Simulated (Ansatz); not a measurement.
Predict the output of the script below (Ansatz 0.2.0 through its Python package).

`run_hull.py`
```python
"""Convex hull of a few Lu-Bi phases, after relaxing cells and atoms."""

from collections import Counter
import warnings

import ansatz as az
import numpy as np

PHASES = {
    "LuBi3 Pm-3m": (
        [[4.940447, 0.0, 0.0], [0.0, 4.940447, 0.0], [0.0, 0.0, 4.940447]],
        [
            ("Lu", [0.0, 0.0, 0.0]),
            ("Bi", [0.0, 0.5, 0.5]),
            ("Bi", [0.5, 0.5, 0.0]),
            ("Bi", [0.5, 0.0, 0.5]),
        ],
    ),
    "LuBi Fm-3m": (
        [[0.0, 3.101967, 3.101967], [3.101967, 0.0, 3.101967], [3.101967, 3.101967, 0.0]],
        [
            ("Lu", [0.5, 0.5, 0.5]),
            ("Bi", [0.0, 0.0, 0.0]),
        ],
    ),
    "Lu": (
        [[3.5031, 0.0, 0.0], [-1.75155, 3.033774, 0.0], [0.0, 0.0, 5.5509]],
        [
            ("Lu", [1 / 3, 2 / 3, 0.25]),
            ("Lu", [2 / 3, 1 / 3, 0.75]),
        ],
    ),
    "Bi": (
        [[2.2675, 1.309142, 3.938], [-2.2675, 1.309142, 3.938], [0.0, -2.618283, 3.938]],
        [
            ("Bi", [0.234, 0.234, 0.234]),
            ("Bi", [0.766, 0.766, 0.766]),
        ],
    ),
}


def build(vectors, sites):
    crystal = az.Crystal(lattice=az.Lattice.of(vectors))
    for symbol, position in sites:
        crystal = crystal.atom(symbol, position)
    return crystal


def solve(name, crystal):
    calc = (
        crystal.calculation()
        .mixing("broyden", preconditioner="resta")
        .basis(320, density_ratio=4)
        .scf(max_iterations=80, self_checks="high")
        .accuracy("medium")
        .functional(az.Functional.PBESOL)
        .kpoints(spacing=0.3)
        .occupations("cold", width=0.1)
    )
    calc = calc.relax(force_tolerance=0.03, max_steps=60, cell=True)
    return calc.run(threads=1)


def counts(outcome):
    return Counter(site.symbol for site in outcome.lattice.sites)

def formation_energy(outcome, mu):
    n = counts(outcome)
    return (outcome.report["energy_sigma0_ev"] - sum(k * mu[element] for element, k in n.items())) / sum(n.values())

warnings.simplefilter("ignore", az.DeckWarning)

phases = {name: build(*cell) for name, cell in PHASES.items()}

done = {}
for name, crystal in phases.items():
    done[name] = solve(name, crystal)
    print(f"{name}: {done[name].report['energy_sigma0_ev']:.4f} eV, {len(done[name].lattice.sites)} atoms")

# chemical potentials of the elements at zero temperature
references = {"Lu": "Lu", "Bi": "Bi"}
mu = {element: done[name].report["energy_sigma0_ev"] / len(done[name].lattice.sites) for element, name in references.items()}
points = sorted((counts(o)["Bi"] / len(o.lattice.sites), formation_energy(o, mu), name) for name, o in done.items())

# lower hull by a monotone chain
hull = []
for x, e, _ in points:
    while len(hull) > 1 and (hull[-1][0] - hull[-2][0]) * (e - hull[-2][1]) - (hull[-1][1] - hull[-2][1]) * (x - hull[-2][0]) <= 0:
        hull.pop()
    hull.append((x, e))
rows = [(name, x, e, e - np.interp(x, *zip(*hull))) for x, e, name in points]
print("     phase       x(Bi)  E_form (eV/atom)  above hull (eV/atom)")
for row in rows:
    print(f"{str(row[0]):>10}  {row[1]:10.3f}  {row[2]:16.4f}  {row[3]:20.4f}")
print("on the hull of these phases:", ", ".join(row[0] for row in rows if row[3] < 1e-6))
```

```console
$ python run_hull.py
LuBi3 Pm-3m: -51338.4393 eV, 4 atoms
LuBi Fm-3m: -26854.9460 eV, 2 atoms
Lu: -29222.9629 eV, 2 atoms
Bi: -24483.9657 eV, 2 atoms
     phase       x(Bi)  E_form (eV/atom)  above hull (eV/atom)
        Lu       0.000            0.0000                0.0000
LuBi Fm-3m       0.500           -0.7408                0.0000
LuBi3 Pm-3m       0.750           -0.2523                0.1181
        Bi       1.000            0.0000                0.0000
on the hull of these phases: Lu, LuBi Fm-3m, Bi
```

Caveats:
- The settings weren't tested for convergence.
- The cutoff lies under the one recommended for these potentials.
- For the metals among these phases the mesh is modest: differences between phases can be off by up to 40 meV an atom.
- Spin-orbit coupling, which matters for elements this heavy, is left out.
- The cells come from databases of deposited and of computed structures, and not all need be stable phases.
- Differences under about 40 meV an atom lie within the error of mesh and functional, so such verdicts may flip; only the cells listed enter the hull.
- The script silences the warnings on its input, which a real study should read.
- Wall time of the script: 44 s on 1 thread of Arm Neoverse V2, with other jobs on the host, peak memory 0.43 GiB.
